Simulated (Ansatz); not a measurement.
# Ge2H: the cost of one run

Computed with Ansatz 0.2.0 (DFT LDA, scalar-relativistic, plane waves, PAW, unless a step's input says otherwise).

**1. The structure to begin with**

It takes space group Pmm2 (No. 25, orthorhombic). The conventional cell has a = 3.975 Å, b = 7.950 Å, c = 24.208 Å, α = 90.00°, β = 90.00°, γ = 90.00°. Ge (site symmetry m) is surrounded by 1 H at 1.55 Å. Ge (site symmetry m) has 4 Ge at 2.42 to 2.43 Å as nearest neighbours. Around Ge (site symmetry mm2) lie 4 Ge at 2.43 Å. Ge (site symmetry m) is surrounded by 4 Ge at 2.43 Å. Ge (site symmetry m) has 2 H at 1.56 Å as nearest neighbours. Only part of the 11 independent sites is listed.

Structure file:

```cif
data_structure
_symmetry_space_group_name_H-M 'P 1'
_symmetry_Int_Tables_number 1
_cell_length_a 7.9504
_cell_length_b 7.9504
_cell_length_c 24.2077
_cell_angle_alpha 90.000
_cell_angle_beta 90.000
_cell_angle_gamma 90.000
_cell_volume 1530.15
loop_
_atom_site_label
_atom_site_type_symbol
_atom_site_fract_x
_atom_site_fract_y
_atom_site_fract_z
_atom_site_occupancy
Ge1 Ge 0.00000 0.09529 0.62946 1
Ge2 Ge 0.00000 0.40471 0.62946 1
Ge3 Ge 0.50000 0.09529 0.62946 1
Ge4 Ge 0.50000 0.40471 0.62946 1
Ge5 Ge 0.25000 0.00000 0.58173 1
Ge6 Ge 0.25000 0.50000 0.58173 1
Ge7 Ge 0.75000 0.00000 0.58173 1
Ge8 Ge 0.75000 0.50000 0.58173 1
Ge9 Ge 0.25000 0.25000 0.52367 1
Ge10 Ge 0.25000 0.75000 0.52367 1
Ge11 Ge 0.75000 0.25000 0.52367 1
Ge12 Ge 0.75000 0.75000 0.52367 1
Ge13 Ge 0.00000 0.25000 0.46561 1
Ge14 Ge 0.00000 0.75000 0.46561 1
Ge15 Ge 0.50000 0.25000 0.46561 1
Ge16 Ge 0.50000 0.75000 0.46561 1
Ge17 Ge 0.00000 0.00000 0.40755 1
Ge18 Ge 0.00000 0.50000 0.40755 1
Ge19 Ge 0.50000 0.00000 0.40755 1
Ge20 Ge 0.50000 0.50000 0.40755 1
Ge21 Ge 0.25000 0.00000 0.34949 1
Ge22 Ge 0.25000 0.50000 0.34949 1
Ge23 Ge 0.75000 0.00000 0.34949 1
Ge24 Ge 0.75000 0.50000 0.34949 1
H1 H 0.25000 0.15462 0.30982 1
H2 H 0.25000 0.84538 0.30982 1
H3 H 0.25000 0.65462 0.30982 1
H4 H 0.25000 0.34538 0.30982 1
H5 H 0.75000 0.15462 0.30982 1
H6 H 0.75000 0.84538 0.30982 1
H7 H 0.75000 0.65462 0.30982 1
H8 H 0.75000 0.34538 0.30982 1
H9 H 0.00000 0.03240 0.69018 1
H10 H 0.00000 0.46760 0.69018 1
H11 H 0.50000 0.03240 0.69018 1
H12 H 0.50000 0.46760 0.69018 1
```

**2. Relaxing the atoms: Ge24H12 slab, no spin**

Input file input.yaml:

```yaml
crystal:
  lattice:
    - [7.9504258, 0.0, 0.0]
    - [0.0, 7.9504258, 0.0]
    - [0.0, 0.0, 24.2076819]
  atoms:
    - { symbol: Ge, position: [0.0, 0.09529131, 0.62945647] }
    - { symbol: Ge, position: [0.0, 0.40470869, 0.62945647] }
    - { symbol: Ge, position: [0.5, 0.09529131, 0.62945647] }
    - { symbol: Ge, position: [0.5, 0.40470869, 0.62945647] }
    - { symbol: Ge, position: [0.25, 0.0, 0.58172575] }
    - { symbol: Ge, position: [0.25, 0.5, 0.58172575] }
    - { symbol: Ge, position: [0.75, 0.0, 0.58172575] }
    - { symbol: Ge, position: [0.75, 0.5, 0.58172575] }
    - { symbol: Ge, position: [0.25, 0.25, 0.52366773] }
    - { symbol: Ge, position: [0.25, 0.75, 0.52366773] }
    - { symbol: Ge, position: [0.75, 0.25, 0.52366773] }
    - { symbol: Ge, position: [0.75, 0.75, 0.52366773] }
    - { symbol: Ge, position: [0.0, 0.25, 0.46560972] }
    - { symbol: Ge, position: [0.0, 0.75, 0.46560972] }
    - { symbol: Ge, position: [0.5, 0.25, 0.46560972] }
    - { symbol: Ge, position: [0.5, 0.75, 0.46560972] }
    - { symbol: Ge, position: [0.0, 0.0, 0.4075517] }
    - { symbol: Ge, position: [0.0, 0.5, 0.4075517] }
    - { symbol: Ge, position: [0.5, 0.0, 0.4075517] }
    - { symbol: Ge, position: [0.5, 0.5, 0.4075517] }
    - { symbol: Ge, position: [0.25, 0.0, 0.34949368] }
    - { symbol: Ge, position: [0.25, 0.5, 0.34949368] }
    - { symbol: Ge, position: [0.75, 0.0, 0.34949368] }
    - { symbol: Ge, position: [0.75, 0.5, 0.34949368] }
    - { symbol: H, position: [0.25, 0.15462024, 0.30981901] }
    - { symbol: H, position: [0.25, 0.84537976, 0.30981901] }
    - { symbol: H, position: [0.25, 0.65462024, 0.30981901] }
    - { symbol: H, position: [0.25, 0.34537976, 0.30981901] }
    - { symbol: H, position: [0.75, 0.15462024, 0.30981901] }
    - { symbol: H, position: [0.75, 0.84537976, 0.30981901] }
    - { symbol: H, position: [0.75, 0.65462024, 0.30981901] }
    - { symbol: H, position: [0.75, 0.34537976, 0.30981901] }
    - { symbol: H, position: [0.0, 0.03240159, 0.69018099] }
    - { symbol: H, position: [0.0, 0.46759841, 0.69018099] }
    - { symbol: H, position: [0.5, 0.03240159, 0.69018099] }
    - { symbol: H, position: [0.5, 0.46759841, 0.69018099] }
scf:
  occupations: { method: gaussian, width: 0.03 }
output:
  forces: true
  write_density: true
  write_potential: true
  elf: true
  volumetric_format: npy
hamiltonian:
  xc: lda
efield:
  axis: 3
  dipole_correction: true
kpoints:
  mp_grid: { grid: [4, 4, 1] }
relax:
  f_tol: 0.015
  constraints: [{ sites: [20, 21, 22, 23, 24, 25, 26, 27, 28, 29, 30, 31] }]
```

The run is started by

```bash
$ ansatz run input.yaml --threads 6 --pin off --max-ram 12288MiB --backend cpu --events-out ev --progress --plain --runs-dir out
```

**Question.** How long does this run take on 6 threads of Intel Xeon 6975P-C (Granite Rapids), shared host, and how much memory does it need?

About 1.8 min, with a peak of 8.5 GiB.
